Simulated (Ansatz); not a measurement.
# SnF4: properties at the relaxed cell

The task here is to estimate one member of a computed series from the others.

Program: Ansatz 0.2.0. Level of theory: DFT PBEsol, scalar-relativistic, plane waves, PAW. These are calculated values, not measurements.

1 further run of the same task is left out (set aside as unsound or not needed).

### The structure to begin with

Symmetry: I4/mmm, No. 139, tetragonal system. Conventional cell: a = 4.105 Å, b = 4.105 Å, c = 8.156 Å, α = 90.00°, β = 90.00°, γ = 90.00°. Around Sn (site symmetry 4/mmm) lie 6 F at 1.89 to 2.05 Å. F (site symmetry 4mm) is surrounded by 1 Sn at 1.89 Å. F (site symmetry mmm) is surrounded by 2 Sn at 2.05 Å.

Coordinates:

```cif
data_structure
_symmetry_space_group_name_H-M 'I4/mmm'
_symmetry_Int_Tables_number 139
_cell_length_a 4.1051
_cell_length_b 4.1051
_cell_length_c 8.1563
_cell_angle_alpha 90.000
_cell_angle_beta 90.000
_cell_angle_gamma 90.000
_cell_volume 137.45
loop_
_atom_site_label
_atom_site_type_symbol
_atom_site_symmetry_multiplicity
_atom_site_Wyckoff_symbol
_atom_site_fract_x
_atom_site_fract_y
_atom_site_fract_z
_atom_site_occupancy
Sn1 Sn 2 a 0.00000 0.00000 0.00000 1
F1 F 4 e 0.00000 0.00000 0.23156 1
F2 F 4 c 0.00000 0.50000 0.00000 1
```

It is the result of an earlier relaxation at this level (volume 13.75 Å³/atom; gap on the mesh: 3.29 eV).

Set-up of the first run:

input.yaml

```yaml
crystal:
  lattice:
    - [-2.0525662798, 2.0525662798, 4.0781397722]
    - [2.0525662798, -2.0525662798, 4.0781397722]
    - [2.0525662798, 2.0525662798, -4.0781397722]
  atoms:
    - { symbol: Sn, position: [0.0, 0.0, 0.0] }
    - { symbol: F, position: [0.2315637264, 0.2315637264, 0.0] }
    - { symbol: F, position: [0.7684362736, 0.7684362736, 0.0] }
    - { symbol: F, position: [0.5, 0.0, 0.5] }
    - { symbol: F, position: [0.0, 0.5, 0.5] }
basis:
  ecutwfc: 420
kpoints:
  mp_grid: { grid: [8, 8, 8] }
  band_path:
    path:
      - [[0.0, 0.0, 0.0], [0.0, 0.0, 0.5], [0.25, 0.25, 0.25], [0.0, 0.5, 0.0], [0.0, 0.0, 0.0], [0.5, 0.5, -0.5], [0.3133301, 0.6866699, -0.3133301]]
      - [[-0.3133301, 0.3133301, 0.3133301], [0.0, 0.0, 0.0]]
      - [[0.0, 0.0, 0.5], [-0.1266602, 0.1266602, 0.5]]
      - [[0.5, 0.5, -0.1266602], [0.5, 0.5, -0.5]]
    npoints: 14
hamiltonian:
  xc: pbesol
scf:
  occupations: { method: gaussian, width: 0.02 }
  n_extra_bands: 12
output:
  forces: true
  stress: true
  eigenvalues: true
  populations: true
  dos: { projected: true, de: 0.02, nscf_kmesh: { grid: [12, 12, 12] } }
  bader: true
  write_density: true
  write_potential: true
  elf: true
  volumetric_format: npy
```

Run with:

```
> ansatz run input.yaml --threads 1 --pin off --max-ram 2560MiB --backend cpu --events-out ev --progress --plain --runs-dir out
```

Steps of the session up to this table: Electronic structure at the relaxed geometry; Band edges anywhere in the zone; Levels beside the edges; Volume × 0.97; The cell scaled to 1.03 of its volume; Point at V/V0 = 0.94; Volume × 1.06.

One table of the session follows, with a row left open; its other results are not shown here.

It belongs to the step «Fit of the equation of state». 

```
volume (Å³/atom)  energy above the lowest point (meV/atom)  pressure (GPa)  gap on the mesh (eV)
          12.920                                       4.1            1.80                  3.31
          13.333                                         ?               ?                     ?
          13.745                                       0.0            0.02                  3.29
          14.157                                       0.5           -0.40                  3.30
          14.570                                       1.8           -0.66                  3.33
```

Q: Estimate the row for volume (Å³/atom) = 13.333 from the others.

Worked estimate for «energy above the lowest point (meV/atom)». A straight line through the neighbours (12.920, 4.1) and (13.745, 0.0) gives 4.1 + (0.0 − 4.1) × (13.333 − 12.920) / (13.745 − 12.920) = 2.0; a parabola fitted to 3 rows on both sides gives 1.2.

As computed: energy above the lowest point (meV/atom): 0.9; pressure (GPa): 0.77; gap on the mesh (eV): 3.30. In «energy above the lowest point (meV/atom)» the line misses by +1.1 and the parabola by +0.3.
